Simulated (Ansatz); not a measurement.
**C3H7AlCl2O: how energies converge with the basis set**

An exercise on one series of results from a longer session: the logs are not shown, and one member is left open.

Method: one geometry, several basis sets; program: Ansatz 0.2.0, Gaussian basis.

Levels to be run: PBE0-D4/def2-SVP; ωB97M-V/def2-SVP; PBE0-D4/def2-QZVPP; ωB97M-V/def2-QZVPP; the functionals' def2-TZVPP values are taken from earlier runs.

## The geometry

An earlier PBE0-D4 in a triple-zeta def2 set relaxation fixed the geometry.

SMILES `CC(C)[O][Al]([Cl])[Cl]`, 14 atoms, charge 0, spin multiplicity 1.

Atoms are counted from 1 here; the program's logs count them from 0.

Bond lengths: C1–C2 1.516 Å, C1–H8 1.092 Å, C1–H9 1.094 Å, C1–H10 1.092 Å, C2–C3 1.516 Å, C2–O4 1.412 Å, C2–H11 1.097 Å, C3–H12 1.092 Å, C3–H13 1.092 Å, C3–H14 1.094 Å, O4–Al5 1.662 Å, Al5–Cl6 2.073 Å, Al5–Cl7 2.084 Å. Angles: C2–C1–H8 110.5°, C2–C1–H9 110.5°, C2–C1–H10 110.8°, H8–C1–H9 108.7°, H8–C1–H10 108.2°, H9–C1–H10 108.1°, C1–C2–C3 112.3°, C1–C2–O4 110.5°, C1–C2–H11 108.7°, C3–C2–O4 110.5°, C3–C2–H11 108.7°, O4–C2–H11 106.0°, C2–C3–H12 110.8°, C2–C3–H13 110.5°, C2–C3–H14 110.5°, H12–C3–H13 108.2°, H12–C3–H14 108.1°, H13–C3–H14 108.7° and more.

The first run:

The input, in.yaml:

```yaml
crystal:
  periodic: [false, false, false]
  atoms:
    - {symbol: C, position_ang: [-1.175786, -0.729783, 0.755018]}
    - {symbol: C, position_ang: [0.195082, -0.083834, 0.782853]}
    - {symbol: C, position_ang: [1.249472, -0.942913, 0.113820]}
    - {symbol: O, position_ang: [0.150279, 1.197033, 0.189507]}
    - {symbol: Al, position_ang: [-0.167955, 1.890955, -1.287181]}
    - {symbol: Cl, position_ang: [-0.041497, 3.953555, -1.457508]}
    - {symbol: Cl, position_ang: [-0.687406, 0.779393, -2.971238]}
    - {symbol: H, position_ang: [-1.914343, -0.080295, 1.229263]}
    - {symbol: H, position_ang: [-1.488306, -0.922361, -0.275790]}
    - {symbol: H, position_ang: [-1.165678, -1.682543, 1.289484]}
    - {symbol: H, position_ang: [0.485580, 0.077873, 1.828180]}
    - {symbol: H, position_ang: [1.345974, -1.904457, 0.623385]}
    - {symbol: H, position_ang: [2.220866, -0.444828, 0.138133]}
    - {symbol: H, position_ang: [0.980720, -1.136996, -0.928926]}
basis:
  gaussian: {orbitals: def2-SVP}
hamiltonian: {xc: pbe0, dispersion: d4}
output: {orbitals: {seedname: orbitals}}
```

On the command line:

```bash
$ ansatz run in.yaml --threads 4 --pin off --events-out ev --progress --plain --max-ram 11315MiB
```

Steps of the session up to this table: PBE0-D4 in def2-SVP; ωB97M-V in def2-SVP; PBE0-D4 in def2-QZVPP; ωB97M-V in def2-QZVPP.

One of the session's tables, all rows but one given; the rest of the session is left out.

It belongs to the step «Functionals by basis». 

| functional | basis | HOMO (eV) |
| --- | --- | --- |
| PBE0-D4 | def2-SVP | -8.38 |
| PBE0-D4 | def2-TZVPP | -8.46 |
| PBE0-D4 | def2-QZVPP | -8.49 |
| ωB97M-V | def2-SVP | -10.68 |
| ωB97M-V | def2-TZVPP | ? |
| ωB97M-V | def2-QZVPP | -10.83 |

Q: Estimate the row for ωB97M-V, def2-TZVPP from the others.

**Answer.** HOMO (eV): -10.81. In the column «HOMO (eV)» it lies between ωB97M-V, def2-QZVPP (-10.83) and ωB97M-V, def2-SVP (-10.68).
